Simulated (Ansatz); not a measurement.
**Sn3Te: from a guess to a relaxed structure**

Aim: relax a trial structure of Sn3Te and see where it ends.

Method: DFT PBE, scalar-relativistic, plane waves, PAW, in Ansatz 0.2.0.

## 1. The structure to begin with

It takes space group Fm-3m (No. 225, cubic). The conventional cell has a = 7.650 Å, b = 7.650 Å, c = 7.650 Å, α = 90.00°, β = 90.00°, γ = 90.00°. Around Sn (site symmetry -43m) lie 4 Sn at 3.31 Å and 4 Te at 3.31 Å. Around Sn (site symmetry m-3m) lie 8 Sn at 3.31 Å. Around Te (site symmetry m-3m) lie 8 Sn at 3.31 Å.

As a file:

```xyz
4
Lattice="0.0000 3.8249 3.8249 3.8249 0.0000 3.8249 3.8249 3.8249 0.0000" Properties=species:S:1:pos:R:3 pbc="T T T"
Sn    1.9125    1.9125    1.9125
Sn    5.7374    5.7374    5.7374
Sn    3.8249    3.8249    3.8249
Te    0.0000    0.0000    0.0000
```

A structure generator made this guess: species swapped into a database cell of V3Os (Fm-3m, No. 225), with Sn on the V sites and Te on the Os sites. The dimensions are guesses.

## 2. The guess as it stands, on a coarse mesh

Contents of input.yaml:

```yaml
crystal:
  lattice:
    - [0.0, 3.82490484, 3.82490484]
    - [3.82490484, 0.0, 3.82490484]
    - [3.82490484, 3.82490484, 0.0]
  atoms:
    - { symbol: Sn, position: [0.25, 0.25, 0.25] }
    - { symbol: Sn, position: [0.75, 0.75, 0.75] }
    - { symbol: Sn, position: [0.5, 0.5, 0.5] }
    - { symbol: Te, position: [0.0, 0.0, 0.0] }
basis:
  ecutwfc: 420
kpoints:
  mp_grid: { grid: [4, 4, 4] }
hamiltonian:
  xc: pbe
scf:
  occupations: { method: gaussian, width: 0.1 }
  lower_state_search: "off"
output:
  forces: true
  stress: true
  eigenvalues: true
```

Command:

```console
ansatz run input.yaml --threads 1 --pin off --max-ram 2560MiB --backend cpu --events-out ev --progress --plain --runs-dir out
```

Log, cut to the lines that bear on the results:

```text
Warning: RAYON_NUM_THREADS=1 ignored (pool sized by the plan → 1); use --threads N
[...]
Pseudopotentials: kind: paw
Pseudopotential: Sn, paw, valence charge 14, recommended cutoff 420 eV (normal), Sn.paw.azcp
Pseudopotential: Te, paw, valence charge 16, recommended cutoff 420 eV (normal), Te.paw.azcp
Functional definition: PBE
[...]
Crystal: 4 atoms, lattice volume = 111.916 Å³
Basis set: ecut = 420 eV, 2133 PW (Γ), exchange–correlation on 80×80×80 points (8 copies of the dense FFT grid, shifted against one another)
Bands: 35, of which v1, the nominal top of the filled ones, is band 29 counted from 1 (28 counted from 0)
Symmetry: 48 space group operations
Space group: Fm-3m (ITA 225), of the structure as read, at distance tolerance 4.8e-5 Å
k-points: 8 of 64
[...]
SCF iter   1: F=—  HF=-25052.126519 eV  |F-HF|=—  |Δ(HF+E_count)|=         —  Δρ=4.37e-3  dr2=7.73e-2  ethr=1.77e-3  ⟨swp⟩=9.8  Hψ=1293  notcnv=0
[...]
SCF iter   7: F=-25052.105562 eV  HF=-25052.105562 eV  |F-HF|=2.41e-8  |Δ(HF+E_count)|=   3.70e-8  Δρ=3.30e-6  dr2=2.51e-8  ethr=1.72e-10  ⟨swp⟩=9.1  Hψ=1324  notcnv=0
[...]
SCF converged after 7 iterations
Free energy (F): -25052.105562 eV
[...]
E sigma→0 (E₀):  -25052.096333 eV
Entropy (-TS):   -0.018457 eV (-4.614 meV/atom)
Fermi energy:    10.778800 eV
[...]
--- Forces (eV/Å), atoms counted from 1 ---
  atom   1  Sn     0.00000000    -0.00000000     0.00000000
  atom   2  Sn     0.00000000     0.00000000     0.00000000
  atom   3  Sn     0.00000000    -0.00000000     0.00000000
  atom   4  Te    -0.00000000     0.00000000     0.00000000
[...]
--- Stress (GPa, compression-positive) ---
       -0.313986       0.000000      -0.000000
        0.000000      -0.313986       0.000000
        0.000000       0.000000      -0.313986
  P = ⅓ Tr σ = -0.3140 GPa (-3.140 kbar)
--- Band table (eV; the first three rows and the last of 8) ---
[...]
```

Wall time 5.3 s (1 thread of Intel Xeon at 2.50GHz (Skylake/Cascade Lake), shared host); peak memory 0.4 GiB.

The probe gives pressure -0.3 GPa, largest force 0.00 eV/Å, gap on this mesh none (metal). The relaxation goes to the converged mesh at once.

## 3. Final relaxation

input.yaml: that of step 2 with these lines changed.

```diff
@@ -13,3 +13,3 @@
 kpoints:
-  mp_grid: { grid: [4, 4, 4] }
+  mp_grid: { grid: [10, 10, 10] }
 hamiltonian:
@@ -18,3 +18,2 @@
   occupations: { method: gaussian, width: 0.1 }
-  lower_state_search: "off"
 output:
@@ -23 +22,10 @@
   eigenvalues: true
+  write_density: true
+  write_potential: true
+  elf: true
+  volumetric_format: npy
+relax:
+  adjacent_minimum: "off"
+  f_tol: 0.01
+  max_steps: 80
+  cell: { stress_tol: 0.05 }
```

Command:

```console
ansatz run input.yaml --threads 1 --pin off --max-ram 2560MiB --backend cpu --events-out ev --progress --plain --runs-dir out
```

Log:

```text
Warning: RAYON_NUM_THREADS=1 ignored (pool sized by the plan → 1); use --threads N
Engine: ansatz 0.2.0, x86_64-unknown-linux-gnu
[... 4 set-up lines as earlier in the session ...]
  parameter kappa = 0.804
  parameter beta = 0.06672455060314922
  exchange = pbe_x(kappa = kappa, mu = beta*pi^2/3)
  correlation = pbe_c(beta = beta)
Crystal: 4 atoms, lattice volume = 111.916 Å³
Basis set: ecut = 420 eV, 2133 PW (Γ), exchange–correlation on 80×80×80 points (8 copies of the dense FFT grid, shifted against one another)
Bands: 35, of which v1, the nominal top of the filled ones, is band 29 counted from 1 (28 counted from 0)
[... 2 set-up lines as earlier in the session ...]
k-points: 47 of 1000
Non-local potential: Sn, projectors of the file, l = 0: 2, l = 1: 2, l = 2: 2, l = 3: 2
Non-local potential: Te, projectors of the file, l = 0: 2, l = 1: 2, l = 2: 2, l = 3: 2
PAW form: soft (Blöchl's): semilocal exchange-correlation on the pseudo side does not see the compensation charge
PAW one-centre angular grid: Sn, 590 points (default); XC on 64 Gauss nodes
PAW one-centre angular grid: Te, 590 points (default); XC on 64 Gauss nodes
Initial density: superposition of atomic densities (neutral atoms: chi_scale 0, normalization atom), corrected by the library's trained network
Initial wavefunctions: pseudopotential atomic-orbital guess
Functional: x = pbe(κ = 0.804, μ = 0.2195149727645171), c = pbe(β = 0.06672455060314922)
SCF iter   1: F=—  HF=-25052.318317 eV  |F-HF|=—  |Δ(HF+E_count)|=         —  Δρ=1.66e-3  dr2=9.57e-3  ethr=1.77e-3  ⟨swp⟩=9.0  Hψ=7539  notcnv=0
preconditioner: auto → Kerker (q_TF=auto, 2.445 Å⁻¹)  [metal: Δε(μ)=0.033 eV  Ē_g=17.731 eV  σ=0.100 eV  W_gap=0.18  n_scr=26 (ndim 8)  ℏωp=24.3 eV  f_vac=0.000  D(μ)=2.58/eV (n_scr^D=14)]
SCF iter   2: F=—  HF=-25052.314069 eV  |F-HF|=—  |Δ(HF+E_count)|=   4.25e-3  Δρ=9.99e-4  dr2=3.37e-3  ethr=1.65e-5  ⟨swp⟩=2.7  Hψ=3377  notcnv=0
SCF iter   3: F=—  HF=-25052.313436 eV  |F-HF|=—  |Δ(HF+E_count)|=   6.33e-4  Δρ=3.41e-4  dr2=1.67e-4  ethr=5.82e-6  ⟨swp⟩=2.0  Hψ=1936  notcnv=0
SCF iter   4: F=—  HF=-25052.313382 eV  |F-HF|=—  |Δ(HF+E_count)|=   5.47e-5  Δρ=1.58e-4  dr2=3.06e-5  ethr=2.88e-7  ⟨swp⟩=2.4  Hψ=2531  notcnv=0
SCF iter   5: F=—  HF=-25052.313377 eV  |F-HF|=—  |Δ(HF+E_count)|=   5.09e-6  Δρ=6.53e-5  dr2=3.87e-6  ethr=5.28e-8  ⟨swp⟩=2.1  Hψ=2757  notcnv=0
SCF iter   6: F=—  HF=-25052.313374 eV  |F-HF|=—  |Δ(HF+E_count)|=   2.62e-6  Δρ=1.08e-5  dr2=1.65e-7  ethr=6.68e-9  ⟨swp⟩=2.0  Hψ=2753  notcnv=0
SCF iter   7: F=-25052.313374 eV  HF=-25052.313374 eV  |F-HF|=1.64e-8  |Δ(HF+E_count)|=   6.71e-8  Δρ=4.99e-6  dr2=2.31e-8  ethr=1.72e-10  ⟨swp⟩=13.6  Hψ=12711  notcnv=0
SCF 1 converged in 7 iterations: F = -25052.313374 eV  dr2 = 2.31e-8
relax step   1: F+E_penalty+E_count = -25052.31337383 eV  Δ(F+E_penalty+E_count) = +0.000e0 eV  max|allowed force component| = 5.421e-19 eV/Å  Δτ_max = 0.0000 Å  P = +0.223 GPa  Ω = 111.916 Å³  (7 SCF iters, dr2 threshold 1.00e-7 eV, accepted)
Crystal: 4 atoms, lattice volume = 112.552 Å³
Basis set: ecut = 420 eV, 2229 PW (Γ), exchange–correlation on 80×80×80 points (8 copies of the dense FFT grid, shifted against one another)
Initial density: handed on by an earlier stage of this run
Initial wavefunctions: those handed on with the density
iter 1 solved again at ethr=3.66e-7 eV; its pass at ethr=3.10e-3 eV (dr2=2.12e-4 eV) is discarded
SCF iter   1: F=—  HF=-25052.313637 eV  |F-HF|=—  |Δ(HF+E_count)|=         —  Δρ=1.83e-4  dr2=1.15e-4  ethr=3.66e-7  ⟨swp⟩=3.0  Hψ=8509  notcnv=0
preconditioner: auto → Kerker (q_TF=auto, 2.443 Å⁻¹)  [metal: Δε(μ)=0.024 eV  Ē_g=17.731 eV  σ=0.100 eV  W_gap=0.13  n_scr=26 (ndim 8)  ℏωp=24.2 eV  f_vac=0.000  D(μ)=2.61/eV (n_scr^D=14)]
SCF iter   2: F=—  HF=-25052.313620 eV  |F-HF|=—  |Δ(HF+E_count)|=   1.67e-5  Δρ=9.71e-5  dr2=3.22e-5  ethr=1.99e-7  ⟨swp⟩=1.6  Hψ=1681  notcnv=0
SCF iter   3: F=—  HF=-25052.313613 eV  |F-HF|=—  |Δ(HF+E_count)|=   7.28e-6  Δρ=2.13e-5  dr2=7.38e-7  ethr=5.55e-8  ⟨swp⟩=2.0  Hψ=1895  notcnv=0
SCF iter   4: F=-25052.313613 eV  HF=-25052.313613 eV  |F-HF|=8.98e-9  |Δ(HF+E_count)|=   5.86e-8  Δρ=8.62e-6  dr2=7.97e-8  ethr=2.14e-10  ⟨swp⟩=12.2  Hψ=12837  notcnv=0
SCF 2 converged in 4 iterations: F = -25052.313613 eV  dr2 = 7.97e-8
relax step   2: F+E_penalty+E_count = -25052.31361272 eV  Δ(F+E_penalty+E_count) = -2.389e-4 eV  max|allowed force component| = 5.320e-17 eV/Å  Δτ_max = 0.0000 Å  P = -0.037 GPa  Ω = 112.552 Å³  energy of the carried Pulay correction = -1.276e-4 eV  (4 SCF iters, dr2 threshold 1.24e-7 eV, accepted)
Initial wavefunctions: pseudopotential atomic-orbital guess (no wavefunctions were taken with the density)
iter 1 solved again at ethr=1.30e-7 eV; its pass at ethr=3.10e-3 eV (dr2=7.55e-5 eV) is discarded
SCF iter   1: F=—  HF=-25052.313707 eV  |F-HF|=—  |Δ(HF+E_count)|=         —  Δρ=6.06e-5  dr2=1.66e-7  ethr=1.30e-7  ⟨swp⟩=3.6  Hψ=12189  notcnv=0
preconditioner: auto → Kerker (q_TF=auto, 2.443 Å⁻¹)  [metal: Δε(μ)=0.022 eV  Ē_g=17.732 eV  σ=0.100 eV  W_gap=0.12  n_scr=26 (ndim 8)  ℏωp=24.2 eV  f_vac=0.000  D(μ)=2.61/eV (n_scr^D=14)]
SCF iter   2: F=—  HF=-25052.313727 eV  |F-HF|=—  |Δ(HF+E_count)|=   2.01e-5  Δρ=3.09e-5  dr2=5.92e-8  ethr=2.87e-10  ⟨swp⟩=3.0  Hψ=3255  notcnv=0
SCF iter   3: F=—  HF=-25052.313734 eV  |F-HF|=—  |Δ(HF+E_count)|=   6.79e-6  Δρ=2.23e-6  dr2=5.16e-9  ethr=1.02e-10  ⟨swp⟩=1.0  Hψ=1645  notcnv=0
SCF iter   4: F=—  HF=-25052.313734 eV  |F-HF|=—  |Δ(HF+E_count)|=   4.49e-9  Δρ=1.38e-6  dr2=4.97e-10  ethr=8.90e-12  ⟨swp⟩=2.5  Hψ=2700  notcnv=0
SCF iter   5: F=-25052.313734 eV  HF=-25052.313734 eV  |F-HF|=3.64e-12  |Δ(HF+E_count)|=   1.20e-8  Δρ=7.36e-8  dr2=1.03e-11  ethr=1.00e-12  ⟨swp⟩=7.1  Hψ=9751  notcnv=0
SCF 3 converged in 5 iterations: F = -25052.313734 eV  dr2 = 1.03e-11
relax step   3: F+E_penalty+E_count = -25052.31373424 eV  Δ(F+E_penalty+E_count) = -1.215e-4 eV  max|allowed force component| = 5.320e-17 eV/Å  Δτ_max = 0.0000 Å  P = -0.037 GPa  Ω = 112.552 Å³  stress off target by 3.69e-2 GPa  SCF on the basis re-selected at this cell (its energy is not comparable with the rows above)  (5 SCF iters)
basis re-selected at this cell: Δ(F+E_penalty+E_count) = -1.215e-4 eV, ΔP = -0.000 GPa vs the last step (what re-selecting the basis moved, of the pressure what is left beyond the Pulay correction that the steps carried, after the strain that the cell walked since its last selection, with what the two solves' SCF thresholds leave and, on support functions, any second-order correction that the steps lacked; it is no measure of the basis error at this ecutwfc). This SCF's stress stands 3.69e-2 GPa from its target on what of the cell is left free (relax.cell.stress_tol is 5.00e-2 GPa) and its largest allowed force component is 5.32e-17 eV/Å (relax.f_tol is 1.00e-2 eV/Å): within both
SCF converged after 5 iterations
Free energy (F): -25052.313734 eV
Harris-Foulkes:  -25052.313734 eV  (|F-HF|=3.64e-12)
Internal energy: -25052.300699 eV  (E = F + TS)
E sigma→0 (E₀):  -25052.307217 eV
Entropy (-TS):   -0.013035 eV (-3.259 meV/atom)
Fermi energy:    10.654214 eV
--- Per-component energies (eV) ---
  E_band       = -486.567903
  E_kinetic    = 736.907614
  E_local      = -3577.555474  (includes V_loc(G=0)·N_el)
  E_nonlocal   = -408.701276
  E_hartree    = 2296.044951
  E_xc         = -1272.654397
  E_vxc        = -392.565056  (∫ρ·V_xc dr)
  E_paw        = -17065.702309  (= ΣΔE_a)
  E_vpaw       = -1436.743475  (= ΣTr[D̂ρ^β])
  E_aug_tail   = -0.000189  (compensation charges beyond the density's cutoff)
  E_ewald      = -5760.639621
  E_smearing   = -0.013035  (= −TS)
  E_closure    = 0.000000  (closes the sum)
  Σ components = -25052.313734   (vs F -25052.313734, Δ=0.00e0)
--- Forces (eV/Å), atoms counted from 1 ---
  atom   1  Sn    -0.00000000    -0.00000000    -0.00000000
  atom   2  Sn     0.00000000     0.00000000     0.00000000
  atom   3  Sn     0.00000000    -0.00000000     0.00000000
  atom   4  Te    -0.00000000     0.00000000     0.00000000
  max |Σ_I F_I| component: 7.14e-29 eV/Å
--- Stress (GPa, compression-positive) ---
       -0.036912      -0.000000      -0.000000
       -0.000000      -0.036912      -0.000000
       -0.000000      -0.000000      -0.036912
  P = ⅓ Tr σ = -0.0369 GPa (-0.369 kbar)
--- Band table (eV; the first three rows and the last of 47) ---
  k-point 0: bands = ["-26.4846", "-26.4846", "-26.4846", "-26.4832", "-26.4832", "-10.9525", "-10.9525", "-10.9296", "-10.9296", "-10.9296", "-10.9244", "-10.9244", "-10.9244", "-10.8767", "-10.8767", "-10.7271", "-10.7271", "-10.7265", "-10.7265", "-10.7265", "-1.7105", "2.7422", "5.4290", "7.3535", "7.7321", "7.7321", "7.7321", "9.1533", "9.1533", "9.1533", "9.9515", "9.9515", "9.9515", "14.2054", "14.2054"]
  k-point 1: bands = ["-26.4846", "-26.4846", "-26.4846", "-26.4832", "-26.4832", "-10.9504", "-10.9504", "-10.9362", "-10.9323", "-10.9323", "-10.9221", "-10.9221", "-10.9167", "-10.8784", "-10.8784", "-10.7278", "-10.7278", "-10.7277", "-10.7255", "-10.7255", "-1.6554", "2.6725", "5.2649", "7.0308", "7.5368", "7.6260", "7.6260", "9.2340", "9.2340", "9.6567", "9.9609", "9.9609", "10.6702", "14.5056", "14.5056"]
  k-point 2: bands = ["-26.4846", "-26.4846", "-26.4846", "-26.4832", "-26.4832", "-10.9443", "-10.9443", "-10.9410", "-10.9367", "-10.9367", "-10.9190", "-10.9190", "-10.9095", "-10.8833", "-10.8833", "-10.7307", "-10.7297", "-10.7297", "-10.7229", "-10.7229", "-1.4978", "2.4701", "4.7997", "6.4358", "7.4333", "7.4333", "7.6578", "9.0920", "9.0920", "10.3504", "10.3504", "10.7474", "12.0991", "15.0967", "15.2890"]
  k-point 46: bands = ["-26.4846", "-26.4846", "-26.4846", "-26.4832", "-26.4832", "-10.9433", "-10.9419", "-10.9350", "-10.9325", "-10.9276", "-10.9234", "-10.9203", "-10.9056", "-10.8952", "-10.8880", "-10.7371", "-10.7343", "-10.7326", "-10.7226", "-10.7113", "-0.6789", "2.6472", "3.0684", "3.1401", "7.1914", "7.5631", "8.6142", "8.8949", "11.6398", "11.9175", "13.2010", "13.5838", "13.6031", "14.4296", "14.4577"]
--- Relaxed structure (2 steps of the walk, 2 accepted, 1 SCFs on fresh bases) ---
  F+E_penalty+E_count = -25052.31373424 eV   max|allowed force component| = 5.320e-17 eV/Å   (the final SCF, on the basis selected at the relaxed cell)
  cell:  # Å, volume = 112.5520 Å³
    - [3.8215290246716924e-35, 3.8321373779204793, 3.8321373779204793]
    - [3.8321373779204793, 0.0, 3.8321373779204793]
    - [3.8321373779204793, 3.8321373779204793, 8.916901057567283e-35]
  atoms:
    - { symbol: Sn, position: [0.25, 0.25, 0.25] }
    - { symbol: Sn, position: [0.75, 0.75, 0.75] }
    - { symbol: Sn, position: [0.5, 0.5, 0.5] }
    - { symbol: Te, position: [-6.703813866892655e-36, 1.267004430099761e-35, 2.179968812461425e-36] }
```

Run time: 71 s. Hardware: 1 thread of Intel Xeon at 2.50GHz (Skylake/Cascade Lake), shared host; peak memory 0.51 GiB.

The steps of the relaxation:

```csv
step,energy from step 1 (eV/cell),largest force component (eV/Å),pressure (GPa),volume (Å³)
1,0.0000,0.0000,0.22,111.92
2,-0.0002,0.0000,-0.04,112.55
3,-0.0004,0.0000,-0.04,112.55
```

Step 1 is the start. Step 3 repeats the geometry before it on a plane-wave basis chosen anew for that cell, so its energy need not be comparable with the rows above.

Lengths and angles in the start's conventional setting:

|  | before | after | change |
| --- | --- | --- | --- |
| a (Å) | 7.650 | 7.664 | +0.2 % |
| b (Å) | 7.650 | 7.664 | +0.2 % |
| c (Å) | 7.650 | 7.664 | +0.2 % |
| volume (Å³/atom) | 27.98 | 28.14 | +0.6 % |
| shortest distance (Å) | 3.312 | 3.319 | +0.2 % |
| space group (0.01 Å) | Fm-3m | Fm-3m | same |

The run keeps the 48 symmetry operations of the start, so it could not have lowered the symmetry.

The maps below are laid out on this run's own conventional cell (a, b, c = 7.664, 7.664, 7.664 Å).

Density in a lattice plane of the grid's cell (edges 7.66 and 7.66 Å, at 0.000 of the third edge), which holds Sn and Te.

Values in e/Å³, 12 rows by 12 columns:
```
 3.47  0.83  0.20  0.08  0.15  0.82  2.98  0.82  0.15  0.08  0.20  0.83
 0.28  0.20  0.10  0.07  0.09  0.15  0.21  0.15  0.09  0.07  0.10  0.20
 0.08  0.08  0.07  0.07  0.07  0.08  0.08  0.08  0.07  0.07  0.07  0.08
 0.21  0.15  0.09  0.07  0.10  0.20  0.28  0.20  0.10  0.07  0.09  0.15
 2.98  0.82  0.15  0.08  0.20  0.83  3.47  0.83  0.20  0.08  0.15  0.82
16.56  2.98  0.21  0.08  0.28  3.47 17.53  3.47  0.28  0.08  0.21  2.98
 2.98  0.82  0.15  0.08  0.20  0.83  3.47  0.83  0.20  0.08  0.15  0.82
 0.21  0.15  0.09  0.07  0.10  0.20  0.28  0.20  0.10  0.07  0.09  0.15
 0.08  0.08  0.07  0.07  0.07  0.08  0.08  0.08  0.07  0.07  0.07  0.08
 0.28  0.20  0.10  0.07  0.09  0.15  0.21  0.15  0.09  0.07  0.10  0.20
 3.47  0.83  0.20  0.08  0.15  0.82  2.98  0.82  0.15  0.08  0.20  0.83
17.53  3.47  0.28  0.08  0.21  2.98 16.56  2.98  0.21  0.08  0.28  3.47
```
Columns run along the first of these edges and rows up along the second, over one cell in 12 and 12 even steps from the bottom left corner. Atoms in the plane (fractional): Sn at (0.00, 0.50), Sn at (0.50, 0.00), Te at (0.00, 0.00), Te at (0.50, 0.50).

ELF in the same plane.

Ten even steps from ' ' (0.00) to '@' (0.59):
```
  ::**%%@@==::--++++==..  ..==++++--::==@@%%**::
####%%@@##--::--++**++++==++++**++--::--##@@%%##
@@@@@@##==::::::==****++++++****==::::::==##@@@@
**++==--::::::::::----======----::::::::::--==++
::::::::::::::::::::::::::::::::::::::::::::::::
====----::::::::::--==++**++==--::::::::::----==
++++****==::::::==##@@@@@@@@@@##==::::::==****++
==++++**++--::--##@@%%######%%@@##--::--++**++++
  ..==++++--::==@@%%**::  ::**%%@@==::--++++==..
    --++++--::++@@%%==  ++  ==%%@@++::--++++--  
  ..==++++--::==@@%%**::  ::**%%@@==::--++++==..
==++++**++--::--##@@%%######%%@@##--::--++**++++
++++****==::::::==##@@@@@@@@@@##==::::::==****++
====----::::::::::--==++**++==--::::::::::----==
::::::::::::::::::::::::::::::::::::::::::::::::
**++==--::::::::::----======----::::::::::--==++
@@@@@@##==::::::==****++++++****==::::::==##@@@@
####%%@@##--::--++**++++==++++**++--::--##@@%%##
  ::**%%@@==::--++++==..  ..==++++--::==@@%%**::
++  ==%%@@++::--++++--      --++++--::++@@%%==  
```
Columns run along the first of these edges and rows up along the second, over one cell in 24 and 20 even steps from the bottom left corner. Atoms in the plane (fractional): Sn at (0.00, 0.50), Sn at (0.50, 0.00), Te at (0.00, 0.00), Te at (0.50, 0.50).

Both are smooth fields of the valence electrons: close to the nuclei they are not physical.

Maxima of ELF outside the ion cores: 0.60 beside Te, off the lines to its neighbours, 1.2 Å from Te.

## 4. A further run, with the input changed

Contents of input.yaml:

```yaml
crystal:
  lattice:
    - [0.0, 3.8321373779, 3.8321373779]
    - [3.8321373779, 0.0, 3.8321373779]
    - [3.8321373779, 3.8321373779, 0.0]
  atoms:
    - { symbol: Sn, position: [0.25, 0.25, 0.25] }
    - { symbol: Sn, position: [0.75, 0.75, 0.75] }
    - { symbol: Sn, position: [0.5, 0.5, 0.5] }
    - { symbol: Te, position: [0.0, 0.0, 0.0] }
basis:
  ecutwfc: 420
kpoints:
  mp_grid: { grid: [10, 10, 10] }
hamiltonian:
  Xc: pbe
scf:
  occupations: { method: gaussian, width: 0.1 }
  max_iter: 100
output:
  forces: true
  eigenvalues: true
  stress: true
```

Command:

```console
ansatz run input.yaml --threads 1 --pin off --max-ram 2560MiB --backend cpu --events-out ev --progress --plain --runs-dir out
```

Log:

```text
Error: YAML parse error: error: line 16 column 3: unknown field `Xc`, expected one of xc, dispersion, noncollinear_xc, pseudopotentials, hubbard, deformation_potential_offset, integrals
  --> <input>:16:3
   |
14 |   mp_grid: { grid: [10, 10, 10] }
15 | hamiltonian:
16 |   Xc: pbe
   |   ^ unknown field `Xc`, expected one of xc, dispersion, noncollinear_xc, pseudopotentials, hubbard, deformation_potential_offset, integrals
17 | scf:
18 |   occupations: { method: gaussian, width: 0.1 }
   |
```

It took 0.05 s on 1 thread of Intel Xeon at 2.50GHz (Skylake/Cascade Lake), shared host; peak memory 0.027 GiB.

## 5. Diagnosis

The run ended at the input check. Its message: «line 16 column 3: unknown field `Xc`, expected one of xc, dispersion, noncollinear_xc, pseudopotentials, hubbard, deformation_potential_offset, ...»

In the input, hamiltonian.Xc is pbe. A key is misspelt, and the program accepts no key that it doesn't know.

Fix: write the keyword in its listed form.

## 6. Summary of results

| quantity | value |
| --- | --- |
| symmetry at the end (tolerance 0.05 Å) | space group Fm-3m (No. 225) |
| conventional cell | a = 7.664 Å, b = 7.664 Å, c = 7.664 Å, α = 90.00°, β = 90.00°, γ = 90.00° |
| volume | 28.14 Å³/atom |
| energy over the elements, grey Sn | +0.07 eV/atom |
| gap on the mesh | none (metal) |

In words: The space group Fm-3m (No. 225) is kept, and the volume per atom grows by 0.6 % from the first guess. The formation energy is positive, so the separate elements lie lower. No finished test with a distortion of lower symmetry is shown, so the end may be a saddle point. Spin-orbit coupling is left out for Te.
